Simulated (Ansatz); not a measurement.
## Molecular dynamics of KAl₃H₆S₂O₁₄

input.yaml

```yaml
crystal:
  lattice:
    - [3.5802, 2.067029, 5.85582]
    - [-3.5802, 2.067029, 5.85582]
    - [0.0, -4.134059, 5.85582]
  atoms:
    - { symbol: K, position: [-0.04387851, 0.01575538, 0.02243132] }
    - { symbol: Al, position: [0.5277529, 0.03491642, -0.0201101] }
    - { symbol: Al, position: [-9.834e-05, 0.51325864, 0.01865074] }
    - { symbol: Al, position: [-0.00030172, -0.00865153, 0.49053115] }
    - { symbol: H, position: [0.2880387, 0.51388494, 0.47307105] }
    - { symbol: H, position: [0.22744228, 0.5819373, 0.73142716] }
    - { symbol: H, position: [0.51508485, 0.3066235, 0.45393969] }
    - { symbol: H, position: [0.65213906, 0.36715549, 0.73025803] }
    - { symbol: H, position: [0.37688351, 0.71201886, 0.67052996] }
    - { symbol: H, position: [0.44163688, 0.77486503, 0.31324323] }
    - { symbol: S, position: [0.30237115, 0.29360872, 0.29584555] }
    - { symbol: S, position: [0.69524652, 0.69813455, 0.71028048] }
    - { symbol: O, position: [0.38022708, 0.39492217, 0.3819191] }
    - { symbol: O, position: [0.6198538, 0.58897128, 0.59666423] }
    - { symbol: O, position: [0.18033939, 0.51796497, 0.14203715] }
    - { symbol: O, position: [0.13634684, 0.16161429, 0.49336392] }
    - { symbol: O, position: [0.53405537, 0.12775898, 0.18802552] }
    - { symbol: O, position: [0.84098261, 0.48663092, 0.83384034] }
    - { symbol: O, position: [0.47778722, 0.81526803, 0.84037945] }
    - { symbol: O, position: [0.82340362, 0.83050732, 0.49312873] }
    - { symbol: O, position: [0.30130347, 0.8719793, 0.29039509] }
    - { symbol: O, position: [0.30325683, 0.27433502, 0.89222094] }
    - { symbol: O, position: [0.91743288, 0.25036196, 0.22858136] }
    - { symbol: O, position: [0.7599755, 0.12342495, 0.70996687] }
    - { symbol: O, position: [0.10144987, 0.71458495, 0.74458964] }
    - { symbol: O, position: [0.72088507, 0.73690428, 0.09275714] }
basis:
  ecutwfc: 420.0
kpoints:
  mp_grid: { grid: [2, 2, 2] }
hamiltonian:
  xc: pbesol
scf:
  occupations: { method: fermi_dirac, width: 0.05 }
  lower_state_search: "off"
md:
  timestep: 0.75
  n_steps: 90
  ensemble: nve
  temperature: 1440.0
  initial_velocities: maxwell_boltzmann
  seed: 105209
```

Launched with:

```bash
$ ansatz run input.yaml --threads 1 --pin off --max-ram 3072MiB --backend cpu --events-out ev --progress --plain --runs-dir out
```

It goes on from the last frame of an earlier run, with new velocities.

Output, in part (step lines):

```
md step     0: t =     0.00 fs  T =  1440.0 K  F+E_penalty+E_count = -12804.01662493 eV  E_kin = 4.653360 eV  conserved = -12799.36326497 eV  (11 SCF iters)
md step     1: t =     0.75 fs  T =  1460.2 K  F+E_penalty+E_count = -12804.07499450 eV  E_kin = 4.718563 eV  conserved = -12799.35643186 eV  (9 SCF iters)
md step     2: t =     1.50 fs  T =  1559.6 K  F+E_penalty+E_count = -12804.40561589 eV  E_kin = 5.039855 eV  conserved = -12799.36576044 eV  (10 SCF iters)
md step     3: t =     2.25 fs  T =  1703.4 K  F+E_penalty+E_count = -12804.87958360 eV  E_kin = 5.504608 eV  conserved = -12799.37497607 eV  (10 SCF iters)
md step     4: t =     3.00 fs  T =  1849.5 K  F+E_penalty+E_count = -12805.35177860 eV  E_kin = 5.976815 eV  conserved = -12799.37496407 eV  (10 SCF iters)
md step     5: t =     3.75 fs  T =  1989.3 K  F+E_penalty+E_count = -12805.80105116 eV  E_kin = 6.428515 eV  conserved = -12799.37253582 eV  (7 SCF iters)
md step     6: t =     4.50 fs  T =  2127.7 K  F+E_penalty+E_count = -12806.25188968 eV  E_kin = 6.875572 eV  conserved = -12799.37631807 eV  (7 SCF iters)
md step     7: t =     5.25 fs  T =  2245.5 K  F+E_penalty+E_count = -12806.64992493 eV  E_kin = 7.256229 eV  conserved = -12799.39369637 eV  (7 SCF iters)
[... lines left out ...]
md step    90: t =    67.50 fs  T =  2484.7 K  F+E_penalty+E_count = -12807.39853269 eV  E_kin = 8.029236 eV  conserved = -12799.36929675 eV  (10 SCF iters)
```

The steps, from the saved trajectory:

```json
{"time (fs)": "0.0", "T (K)": "1440", "potential energy less start (eV)": "0.000", "conserved less start (meV/atom)": "0.00"}
{"time (fs)": "2.2", "T (K)": "1703", "potential energy less start (eV)": "-0.863", "conserved less start (meV/atom)": "-0.45"}
{"time (fs)": "4.5", "T (K)": "2128", "potential energy less start (eV)": "-2.235", "conserved less start (meV/atom)": "-0.50"}
{"time (fs)": "6.8", "T (K)": "2198", "potential energy less start (eV)": "-2.462", "conserved less start (meV/atom)": "-0.45"}
{"time (fs)": "9.0", "T (K)": "2633", "potential energy less start (eV)": "-3.910", "conserved less start (meV/atom)": "-2.13"}
{"time (fs)": "11.2", "T (K)": "2401", "potential energy less start (eV)": "-3.123", "conserved less start (meV/atom)": "-0.64"}
{"time (fs)": "13.5", "T (K)": "2062", "potential energy less start (eV)": "-2.024", "conserved less start (meV/atom)": "-0.50"}
{"time (fs)": "15.8", "T (K)": "2012", "potential energy less start (eV)": "-1.866", "conserved less start (meV/atom)": "-0.73"}
{"time (fs)": "18.0", "T (K)": "1742", "potential energy less start (eV)": "-0.932", "conserved less start (meV/atom)": "1.64"}
{"time (fs)": "20.2", "T (K)": "2513", "potential energy less start (eV)": "-3.517", "conserved less start (meV/atom)": "-1.90"}
{"time (fs)": "22.5", "T (K)": "2467", "potential energy less start (eV)": "-3.328", "conserved less start (meV/atom)": "-0.38"}
{"time (fs)": "24.8", "T (K)": "2440", "potential energy less start (eV)": "-3.260", "conserved less start (meV/atom)": "-1.13"}
{"time (fs)": "27.0", "T (K)": "2382", "potential energy less start (eV)": "-3.051", "conserved less start (meV/atom)": "-0.29"}
{"time (fs)": "29.2", "T (K)": "2194", "potential energy less start (eV)": "-2.454", "conserved less start (meV/atom)": "-0.71"}
{"time (fs)": "31.5", "T (K)": "2737", "potential energy less start (eV)": "-4.268", "conserved less start (meV/atom)": "-2.98"}
{"time (fs)": "33.8", "T (K)": "2427", "potential energy less start (eV)": "-3.191", "conserved less start (meV/atom)": "-0.05"}
{"time (fs)": "36.0", "T (K)": "2529", "potential energy less start (eV)": "-3.568", "conserved less start (meV/atom)": "-1.90"}
{"time (fs)": "38.2", "T (K)": "2404", "potential energy less start (eV)": "-3.129", "conserved less start (meV/atom)": "-0.55"}
{"time (fs)": "40.5", "T (K)": "2205", "potential energy less start (eV)": "-2.434", "conserved less start (meV/atom)": "1.47"}
{"time (fs)": "42.8", "T (K)": "2670", "potential energy less start (eV)": "-4.043", "conserved less start (meV/atom)": "-2.62"}
{"time (fs)": "45.0", "T (K)": "2470", "potential energy less start (eV)": "-3.348", "conserved less start (meV/atom)": "-0.74"}
{"time (fs)": "47.2", "T (K)": "2371", "potential energy less start (eV)": "-3.031", "conserved less start (meV/atom)": "-0.83"}
{"time (fs)": "49.5", "T (K)": "2170", "potential energy less start (eV)": "-2.362", "conserved less start (meV/atom)": "-0.11"}
{"time (fs)": "51.8", "T (K)": "2593", "potential energy less start (eV)": "-3.734", "conserved less start (meV/atom)": "-0.31"}
{"time (fs)": "54.0", "T (K)": "3198", "potential energy less start (eV)": "-5.725", "conserved less start (meV/atom)": "-1.64"}
{"time (fs)": "56.2", "T (K)": "3008", "potential energy less start (eV)": "-5.097", "conserved less start (meV/atom)": "-1.08"}
{"time (fs)": "58.5", "T (K)": "2642", "potential energy less start (eV)": "-3.906", "conserved less start (meV/atom)": "-0.89"}
{"time (fs)": "60.8", "T (K)": "2367", "potential energy less start (eV)": "-2.998", "conserved less start (meV/atom)": "-0.02"}
{"time (fs)": "63.0", "T (K)": "2596", "potential energy less start (eV)": "-3.750", "conserved less start (meV/atom)": "-0.58"}
{"time (fs)": "65.2", "T (K)": "2845", "potential energy less start (eV)": "-4.603", "conserved less start (meV/atom)": "-2.39"}
{"time (fs)": "67.5", "T (K)": "2485", "potential energy less start (eV)": "-3.382", "conserved less start (meV/atom)": "-0.23"}
```

The run went to its last step. The conserved energy stayed within 3.1 meV per atom of its start (net change -0.23 meV per atom), so there is no drift, though single steps change it by up to 141 meV in the whole system, a sign of fast motions only just resolved. The system heated up, since it started high on the potential surface and ran downhill. A run of 0.068 ps of so small a system gives no equilibrium averages. Limits of this set-up: coarse k mesh.

Mean squared displacements from the first frame to the last, about the centre of mass: K 0.12 Å², Al 0.32 Å², H 3.71 Å², S 0.11 Å², O 0.20 Å².

Last frame:

```xyz
26
Lattice="3.5802 2.0670 5.8558 -3.5802 2.0670 5.8558 0.0000 -4.1341 5.8558" Properties=species:S:1:pos:R:3
K -0.004 -0.318 0.190
Al 1.981 1.047 2.482
Al -2.210 1.149 2.768
Al -0.046 -1.778 2.994
H 0.929 0.841 7.405
H -1.428 -0.889 9.409
H 1.837 1.567 9.289
H 2.797 -1.605 9.683
H -0.223 -1.657 9.001
H -1.649 0.791 7.644
S -0.134 0.121 5.560
S 0.120 -0.098 12.105
O -0.019 0.254 7.311
O 0.172 -0.586 10.657
O -1.552 0.908 5.199
O -0.020 -1.332 5.301
O 1.106 0.997 4.975
O 1.319 -1.047 12.666
O -1.151 -0.734 12.549
O 0.422 1.300 12.176
O -2.341 1.206 8.267
O 0.092 -2.536 8.498
O 2.110 1.302 8.491
O 2.488 -1.108 8.993
O -2.084 -1.210 8.927
O -0.185 2.669 9.232
```

Time of the run: 11 min on 1 thread of Arm Neoverse V2, on a shared host, peak memory 0.63 GiB.
